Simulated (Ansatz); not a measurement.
The system is NiMoIrPdW.

```xyz
5
Lattice="2.7608 0.0000 0.0000 -1.3804 2.3909 0.0000 0.0000 0.0000 11.3405" Properties=species:S:1:pos:R:3 pbc="T T T"
Ni    0.0000    0.0000    8.0423
Mo    1.3804    0.7970    3.3369
Pd    1.3804    0.7970   10.1952
Ir    0.0000    0.0000    1.2025
W     1.3804    0.7970    6.0015
```

The cell was built by a generator and needn't be a form met in nature.

```yaml
Program: Ansatz 0.2.0
Task: relaxation of cell and atoms
Functional: PBEsol
Potentials_or_basis: Ansatz PAW
Cutoff: "420 eV (not typed: the program's choice for these potentials)"
k_mesh: 8 × 8 × 2
Occupations: fermi-dirac, width 0.05 eV
Spin: collinear spin, ferromagnetic start
Starting_moments: "[1.0, 1.0, 0.0, 0.6, 0.0] μB"
```

At the start: volume 14.97 Å³/atom.

Question: Where does the relaxation end?

Answer: It ends after 6 steps and the volume is 14.40 Å³/atom (-3.8 %); space group P3m1 (No. 156, to 0.05 Å); moment 0.00 μB per cell.

The path:
| step | energy change (eV) | largest force (eV/Å) | volume (Å³) |
| --- | --- | --- | --- |
| 1 | 0.0000 | 0.2132 | 74.86 |
| 2 | -0.0851 | 0.0664 | 72.34 |
| 3 | -0.0870 | 0.0281 | 72.00 |
| 4 | -0.0872 | 0.0135 | 71.98 |
| 5 | -0.0873 | 0.0032 | 71.98 |
| 6 | -0.0863 | 0.0033 | 71.98 |

Final structure:
```
Ni Mo Pd Ir W
1.0
     2.72856    0.00000    0.00000
    -1.36428    2.36300    0.00000
     0.00000    0.00000   11.16394
Ni Mo Pd Ir W
1 1 1 1 1
Direct
  0.00000 0.00000 0.71071
  0.66667 0.33333 0.29478
  0.66667 0.33333 0.89832
  0.00000 0.00000 0.10332
  0.66667 0.33333 0.53054
```

Caveat: the plane-wave basis is chosen anew once the cell has moved, so the energies of steps on either side of that aren't comparable; the PAW data sets come from PBE, with cores solved anew for the run's functional, which leaves a small shift of forces and pressure; the starting moments weren't kept.
